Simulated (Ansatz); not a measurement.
I need a comparison of norm-conserving and PAW potentials of TiAu, space group Pmma. Use the Ansatz DFT code, driven from Python. Level of theory (first run): LDA, PAW, the default cutoff (420 eV here), 5×8×5 k-points, Fermi-Dirac smearing of 0.15 eV.

```
Ti Au
1.0
     4.61507    0.00000    0.00000
     0.00000    2.95519    0.00000
     0.00000    0.00000    4.94751
Ti Au
2 2
Cartesian
  1.1538 0.0000 4.0579
  3.4613 0.0000 0.8896
  1.1538 1.4776 1.6035
  3.4613 1.4776 3.3440
```

`tiau_nc_paw.py`:
```python
from dataclasses import dataclass

import ansatz as az
import numpy as np


@dataclass(frozen=True)
class Options:
    functional: str = "lda"
    occupations: str = "Fermi-Dirac"
    width_ev: float = 0.15
    mesh: tuple[int, ...] = (5, 8, 5)


cfg = Options()


def count_gap(report):
    # lowest empty less highest filled band, counting bands; zero where they overlap
    return max(report.get("gap_by_band_count_ev") or 0.0, 0.0)

lattice = az.Lattice.of(
    (4.615071, 0.0, 0.0),
    (0.0, 2.955194, 0.0),
    (0.0, 0.0, 4.947513),
)
sites = [
    ("Ti", (0.25, 0.0, 0.820191)),
    ("Ti", (0.75, 0.0, 0.179809)),
    ("Au", (0.25, 0.5, 0.32411)),
    ("Au", (0.75, 0.5, 0.67589)),
]
crystal = az.Crystal(lattice=lattice)
for symbol, position in sites:
    crystal = crystal.atom(symbol, position)

setup = (
    crystal.calculation()
    .functional(cfg.functional)
    .occupations(cfg.occupations, width=cfg.width_ev)
    .kpoints(*cfg.mesh)
    .stress()
    .forces()
    .band_table()
)
variants = {
    "PAW": setup.pseudopotentials("paw"),
    "norm-conserving": setup.pseudopotentials("nc"),
}
rows = []
for label, variant in variants.items():
    rep = variant.run().report
    levels = np.array(rep["eigenvalues_ev"][0]) - rep["fermi_energy_ev"]
    print(label, "levels at the first k-point near E_F:", np.round(levels[np.abs(levels) < 5], 3))
    rows.append((label, rep["n_electrons"], np.trace(rep["stress_gpa"]) / 3, float(np.abs(rep["forces_ev_ang"]).max()), count_gap(rep)))
print("     treatment  electrons in bands           P GPa  max force component eV/A  gap by band count eV")
for row in rows:
    print(f"{str(row[0]):>14s}  {row[1]:18.1f}  {row[2]:14.3f}  {row[3]:24.4f}  {row[4]:20.3f}")
```

```console
$ python tiau_nc_paw.py
DeckWarning: basis.ecutwfc = 420 eV, auto-derived from the records' recommended cutoffs: set by Ti (normal level)
PAW levels at the first k-point near E_F: [-4.598 -4.479 -4.42  -3.99  -3.861 -3.788 -2.855 -1.238 -0.329 -0.243
  0.019  0.044  1.713  1.923  2.003  2.286  2.427  2.827]
DeckWarning: basis.ecutwfc = 1142.878222 eV, auto-derived from the records' recommended cutoffs: set by Ti (normal level)
norm-conserving levels at the first k-point near E_F: [-4.596 -4.478 -4.419 -3.989 -3.86  -3.787 -2.86  -1.241 -0.332 -0.241
  0.02   0.044  1.716  1.926  2.007  2.29   2.432  2.83 ]
     treatment  electrons in bands           P GPa  max force component eV/A  gap by band count eV
           PAW                62.0          -9.798                    0.2761                 0.000
norm-conserving                62.0          -9.943                    0.2824                 0.000
```
(Warnings from the package without file and line.)

PAW gives -9.798 GPa and norm-conserving -9.943 GPa, 0.14 GPa apart. They took 4.1 and 27.6 s of processor time.

Reading the output:
- The computed bands are complete only to about 2.2 eV above the Fermi level.
- For a metal this k-point mesh is coarse: on a finer one energies can move by several to tens of meV an atom and pressures by half a GPa or more, differences at one mesh by less.
- A Fermi-Dirac width this large means warm electrons, whose thermal share enters the free energy.
- A gap by band count of zero or less means overlapping bands, a metal.
- At these settings the cell as given stands under about -10 GPa, so it isn't at this functional's equilibrium volume.
- The structure comes from a database of computed cells and needn't be a stable or known phase.
- Gaps and levels are Kohn-Sham values on a finite set of k-points, without spin-orbit coupling.
- Stress is positive in compression.
- It ran for 32 s on 1 thread of Arm Neoverse V2 (shared host), peak memory 0.63 GiB.
